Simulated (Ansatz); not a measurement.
# ClF2Sb: ladder of methods at one geometry

Aim: a ladder of methods at one geometry, for ClF2Sb, run from a script. SMILES: [F][Sb]([F])[Cl].

Computed with the Python package of Ansatz 0.2.0. The levels of theory stand in the script.

## 1. The system

Bond lengths: F1–Sb2 1.997 Å, Sb2–F3 1.982 Å, Sb2–Cl4 2.359 Å. Angles: F1–Sb2–F3 89.7°, F1–Sb2–Cl4 94.1°, F3–Sb2–Cl4 90.1°.

clf2sb.xyz, read by the script:

```xyz
4

F    -0.78630   -0.45380    1.45150
Sb    0.39370    0.71640    0.34480
F     1.41350   -0.87970   -0.23920
Cl   -0.96530    0.55680   -1.57730
```

## 2. Script

The input, run_methods.py:

```python
# -*- coding: utf-8 -*-
"""One geometry of ClF2Sb, method by method."""

from pathlib import Path
import logging
import sys
import warnings

import ansatz as az
import numpy as np

logging.basicConfig(stream=sys.stdout, format="%(levelname)s:%(name)s:%(message)s")
logger = logging.getLogger("calc")
logger.setLevel(logging.INFO)

warnings.simplefilter("ignore", az.DeckWarning)

geometry = az.Crystal.molecule_from_extxyz("clf2sb.xyz")

calculation = geometry.calculation().basis(gaussian="def2-SVP")

logger.info("functional    E (Ha)        dipole (D)   HOMO (eV)  LUMO (eV)")
for name in ["pbe0", "blyp", "r2scan", "hse06", "r2scan0"]:
    r = calculation.functional(name).forces().orbitals().run(threads=1, backend="cpu", runs_dir="runs").report
    lines = Path(r["orbitals_path"]).read_text().splitlines()
    field_of = lambda key: [line.split("=")[1].strip() for line in lines if line.startswith(key)]
    orbitals = [(27.211386 * float(e), s, float(n)) for e, s, n in zip(field_of("Ene="), field_of("Spin="), field_of("Occup="))]
    homo = max(e for e, _, n in orbitals if n > 0.5)
    lumo = min(e for e, _, n in orbitals if n < 0.5)
    dipole = 4.803205 * np.linalg.norm(r["charge_distribution"]["dipole_moment_e_ang"])
    logger.info(f"{name:10s} {r['free_energy_ev'] / 27.211386246:14.6f} {dipole:9.3f} {homo:11.3f} {lumo:10.3f}")
```

## 3. Launch

Started as:

```bash
> python run_methods.py
```

The log of the run:

```text
INFO:calc:functional    E (Ha)        dipole (D)   HOMO (eV)  LUMO (eV)
INFO:calc:pbe0          -899.576080     4.472      -9.184     -2.300
INFO:calc:blyp          -899.854150     4.015      -7.477     -2.794
INFO:calc:r2scan        -899.897777     4.300      -8.188     -2.914
INFO:calc:hse06         -899.559297     4.462      -8.785     -2.673
INFO:calc:r2scan0       -899.826512     4.631      -9.477     -2.266
```

It took 17 s on 1 thread of Intel Xeon Platinum 8375C at 2.90GHz (Ice Lake), shared host; peak memory 0.23 GiB.

Lines on the test bed's own set-up are left out of the output.

A comment line of the script is reworded here; the code is as run.

## 4. Run by run

The 5 runs, in the order started:

```csv
run,functional,energy (eV),SCF cycles,CPU time (s)
1,pbe0,-24478.7122,17,2.4
2,blyp,-24486.2789,18,1.4
3,r2scan,-24487.4660,18,4.5
4,hse06,-24478.2555,17,3.4
5,r2scan0,-24485.5268,18,4.3
```

Totals under unlike functionals or potentials can't be compared directly.

The fields below are those of run 1.

## 5. The molecule's orbitals and density

The fields below are evaluated on a grid from the run's orbitals.

Frontier orbitals at PBE0/def2-SVP, with the share of their density that lies nearest to each atom:

```csv
orbital,energy (eV),lies on
HOMO-1,-9.39,Cl4 88 %
HOMO,-9.18,"Cl4 67 %; Sb2 18 %; F1, F3 about 8 % each"
LUMO,-2.30,Sb2 65 %; F3 16 %; F1 12 %
```

ELF in a plane through or near 3 of the atoms.

Ten even steps from ' ' (0.00) to '@' (0.89):
```
                                                        
                                                        
                                                        
                          ..::--::::..                  
                        ::++**####**==..                
                        ==##@@@@@@@@##--                
        ..::==++++::    ==%%@@++##@@%%--..              
      ..--++##%%%%**--  ..++%%@@@@%%**::                
    ..--++##@@@@@@@@##==..::--====--::                  
    ..==**%%%%==--++%%##::........                      
    ::==**@@**--##--%%%%--::....::::::..                
    ..==**%%##--::++@@##::..::==%%%%%%**--..            
    ..--++##@@@@@@@@%%++....==%%%%++%%%%++::            
      ..--++##%%%%%%**--  ..++%%%%**@@%%++::            
        ..::==++++++--    ..==##@@@@%%**--..            
              ....          ..--++++==::..              
                                ......                  
                                                        
                                                        
                                                        
```
The map spans 9.0 Å across and 8.2 Å up, centred on the molecule. Atoms in the plane (x, y in Å): F1 (1.1, -1.3), F3 (0.6, 1.5), Cl4 (-1.9, -0.2).

log10 of the density (e/Å³) in the same plane.

Ten even steps from '0' (-4.0) to '9' (1.8):
```
0000000000000000000000000000
0000000000000000000000000000
0000000000000122221000000000
0000000000013344443210000000
0000000111124556655321000000
0000112222335677776431000000
0012234444445678976432000000
0023445555545677776432000000
0134456666655556655321000000
0134567787665555554332000000
0234567997765555555432100000
0134567787665556776543100000
0134456666655557888654200000
0023445555544557898654200000
0012234444433455776543100000
0000122222222334555432000000
0000000111101122333210000000
0000000000000000111000000000
0000000000000000000000000000
0000000000000000000000000000
```
The map spans 9.0 Å across and 8.2 Å up, centred on the molecule. Atoms in the plane (x, y in Å): F1 (1.1, -1.3), F3 (0.6, 1.5), Cl4 (-1.9, -0.2).

## 6. Summary of results

| quantity | value |
| --- | --- |
| runs compared | 5 |
| HOMO-LUMO gap of the mean field (PBE0/def2-SVP) | 6.88 eV |

**Reading.** All 5 runs converged (17 to 18 cycles). The geometry is a force-field or estimated start, not a minimum of this method, and the basis set is short of its limit. A lower total doesn't mark the better method: functionals have no common bound, and MP2 and coupled cluster aren't variational. def2 sets replace the cores of elements past krypton by effective core potentials. Levels such as HOMO and LUMO are orbital energies: with these approximate functionals they aren't the ionisation energy and electron affinity, and their gap isn't the fundamental gap. hse06 follows the composition of plane-wave codes, whose totals differ by tens of mHa, up to about 0.1 Ha, from the form usual in Gaussian-basis programs (wpbeh).
